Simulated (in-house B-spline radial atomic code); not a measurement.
# Ba⁵⁺: ionisation energy by several methods

The task here is to estimate one member of a computed series from the others.

Program: in-house B-spline radial atomic code version 1. Level of theory: scalar-relativistic (X2C), several functionals, spin-polarised, exact exchange averaged over the configuration; spherical all-electron atom at the radial basis limit. These are calculated values, not measurements, unless marked.

## What is computed

```
element       : barium (Z = 56)
charge        : +5
electrons     : 51
configuration : [Kr] 4d10 5s2 5p3
nucleus       : Fermi, rms radius 4.838 fm
```

Outer shells as boxes (Hund's rule):

[Kr] 4d10 5s2 5p3
```
[Kr] core
4d [↑↓][↑↓][↑↓][↑↓][↑↓]
5s [↑↓]
5p [↑ ][↑ ][↑ ]
```

Where spins are not typed, each open shell is filled with up spins first.

Set-up of the first run:

Settings of the run:

```ini
Z = 56
electrons = 51.0
configuration = [Kr] 4d10 5s2 5p3
hamiltonian = x2c
method = wb97x
spin_polarised = True
nucleus = fermi
rms_radius = 4.8378
mass_number = 138
atomic_mass = 137.905247059
speed_of_light = 137.035999084
exact_exchange = averaged over the configuration
```

On the command line:

```
$ python run_scf.py task.json out
```

The settings of every run stand in task.json; they run in order.

Steps of the session up to this table: ωB97X, a range-separated hybrid; TPSSh, a global hybrid; B97-1, a global hybrid; LC-ωPBE, a range-separated hybrid; M06-2X, a global hybrid; PBE0, a global hybrid.

One table of the session follows, with a row left open; its other results are not shown here.

| method | ΔSCF (eV) |
| --- | --- |
| TPSSh | ? |
| B97-1 | 73.878 |
| M06-2X | 74.266 |
| PBE0 | 74.043 |
| ωB97X | 73.649 |
| LC-ωPBE | 74.006 |

Q: Estimate the row for TPSSh from the others.

The run gave: ΔSCF (eV): 74.040. In the column «ΔSCF (eV)» it lies between LC-ωPBE (74.006) and PBE0 (74.043).
